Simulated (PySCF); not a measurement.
**Tc: excitation energy in ANO-RCC-VTZP**

Aim: the excitation energy of technetium from differences of total energies, at each level of theory, and how far each lands from the tabulated value where there is one.

The numbers are computed with PySCF 2.14.0 (unrestricted determinants in a Gaussian basis, no spin-orbit coupling in the energies), except any that are marked as measured or tabulated.

### 1 The system

- Element: technetium (Z = 43)
- Basis: ANO-RCC-VTZP
- Hamiltonian: the spin-free X2C one-electron Hamiltonian (Gaussian nucleus)
- State 1: Tc: [Kr] 4d7, high-spin 4F determinant (an excited configuration)
- Needed too, but not shown: Tc [Kr] 4d5 5s2 (6S)
- Methods: UHF, LDA, PBE, PBE0, r2SCAN, M06-2X, M06, B97-3, MP2
- Core shells frozen in the correlated runs: valence: [Kr]; valence and next inner shell: [Ar] 3d10 (for Tc)

Outer shells as boxes (Hund's rule):

Tc [Kr] 4d7
```
[Kr] core
4d [↑↓][↑↓][↑ ][↑ ][↑ ]
```

One driver process ran all states and methods and kept the integrals in memory. Each run is shown as a PySCF script that sums up its settings (the driver passes frozen orbitals as a list and adds second-order terms of double hybrids); the logs are those of the runs themselves. The driver starts from symmetry-adapted Hartree-Fock orbitals, holds the occupation by maximum overlap and uses a logarithmic radial grid for functionals, so a plain start would take other cycles.

The integrals over 68 functions and the set-up took 8.2 s of CPU time.

### 2 Tc [Kr] 4d7: the ladder of methods

#### UHF

The input, input.py:

```python
from pyscf import gto, scf, dft, mp, cc
import basis_set_exchange as bse
mol = gto.M(atom="Tc 0 0 0", charge=0, spin=3, symmetry="D2h",
            basis=gto.basis.parse(bse.get_basis("ANO-RCC-VTZP", elements=["Tc"], fmt="nwchem")),
            nucmod="G")
mf = scf.UHF(mol).sfx2c1e()
mf.irrep_nelec = {'Ag': (8, 7), 'B1g': (2, 2), 'B2g': (2, 1), 'B3g': (2, 1), 'B1u': (3, 3), 'B2u': (3, 3), 'B3u': (3, 3)}
mf.kernel()
```

#### LDA

input.py, as changed from the run before:

```diff
@@ -5,3 +5,3 @@
             nucmod="G")
-mf = scf.UHF(mol).sfx2c1e()
+mf = dft.UKS(mol, xc="LDA,VWN").sfx2c1e()
 mf.irrep_nelec = {'Ag': (8, 7), 'B1g': (2, 2), 'B2g': (2, 1), 'B3g': (2, 1), 'B1u': (3, 3), 'B2u': (3, 3), 'B3u': (3, 3)}
```

#### PBE

input.py, as changed from the run before:

```diff
@@ -5,3 +5,3 @@
             nucmod="G")
-mf = dft.UKS(mol, xc="LDA,VWN").sfx2c1e()
+mf = dft.UKS(mol, xc="PBE").sfx2c1e()
 mf.irrep_nelec = {'Ag': (8, 7), 'B1g': (2, 2), 'B2g': (2, 1), 'B3g': (2, 1), 'B1u': (3, 3), 'B2u': (3, 3), 'B3u': (3, 3)}
```

#### PBE0

input.py, as changed from the run before:

```diff
@@ -5,3 +5,3 @@
             nucmod="G")
-mf = dft.UKS(mol, xc="PBE").sfx2c1e()
+mf = dft.UKS(mol, xc="PBE0").sfx2c1e()
 mf.irrep_nelec = {'Ag': (8, 7), 'B1g': (2, 2), 'B2g': (2, 1), 'B3g': (2, 1), 'B1u': (3, 3), 'B2u': (3, 3), 'B3u': (3, 3)}
```

#### r2SCAN

input.py, as changed from the run before:

```diff
@@ -5,3 +5,3 @@
             nucmod="G")
-mf = dft.UKS(mol, xc="PBE0").sfx2c1e()
+mf = dft.UKS(mol, xc="R2SCAN").sfx2c1e()
 mf.irrep_nelec = {'Ag': (8, 7), 'B1g': (2, 2), 'B2g': (2, 1), 'B3g': (2, 1), 'B1u': (3, 3), 'B2u': (3, 3), 'B3u': (3, 3)}
```

#### M06-2X

input.py, as changed from the run before:

```diff
@@ -5,3 +5,3 @@
             nucmod="G")
-mf = dft.UKS(mol, xc="R2SCAN").sfx2c1e()
+mf = dft.UKS(mol, xc="M062X").sfx2c1e()
 mf.irrep_nelec = {'Ag': (8, 7), 'B1g': (2, 2), 'B2g': (2, 1), 'B3g': (2, 1), 'B1u': (3, 3), 'B2u': (3, 3), 'B3u': (3, 3)}
```

#### M06

input.py, as changed from the run before:

```diff
@@ -5,3 +5,3 @@
             nucmod="G")
-mf = dft.UKS(mol, xc="M062X").sfx2c1e()
+mf = dft.UKS(mol, xc="M06").sfx2c1e()
 mf.irrep_nelec = {'Ag': (8, 7), 'B1g': (2, 2), 'B2g': (2, 1), 'B3g': (2, 1), 'B1u': (3, 3), 'B2u': (3, 3), 'B3u': (3, 3)}
```

#### B97-3

input.py, as changed from the run before:

```diff
@@ -5,3 +5,3 @@
             nucmod="G")
-mf = dft.UKS(mol, xc="M06").sfx2c1e()
+mf = dft.UKS(mol, xc="HYB_GGA_XC_B97_3").sfx2c1e()
 mf.irrep_nelec = {'Ag': (8, 7), 'B1g': (2, 2), 'B2g': (2, 1), 'B3g': (2, 1), 'B1u': (3, 3), 'B2u': (3, 3), 'B3u': (3, 3)}
```

#### MP2 (valence)

input.py, as changed from the run before:

```diff
@@ -5,4 +5,5 @@
             nucmod="G")
-mf = dft.UKS(mol, xc="HYB_GGA_XC_B97_3").sfx2c1e()
+mf = scf.UHF(mol).sfx2c1e()
 mf.irrep_nelec = {'Ag': (8, 7), 'B1g': (2, 2), 'B2g': (2, 1), 'B3g': (2, 1), 'B1u': (3, 3), 'B2u': (3, 3), 'B3u': (3, 3)}
 mf.kernel()
+mp.UMP2(mf, frozen=18).kernel()
```

### 3 Tc [Kr] 4d7, continued

#### MP2 (valence and next inner shell)

input.py, as its differences from that of step 2:

```diff
@@ -8,2 +8,2 @@
 mf.kernel()
-mp.UMP2(mf, frozen=18).kernel()
+mp.UMP2(mf, frozen=14).kernel()
```

Before running it: what results should come out?

The runs gave:

```
                        quantity                                                   value
excitation energy, Tc → [Kr] 4d7  UHF 3.601, MP2 (valence and next inner shell) 2.437 eV
```

In words: The methods span 2.009 eV, from PBE (1.592) to UHF (3.601). No reference value is at hand in this session. The basis is finite, and no extrapolation was made.
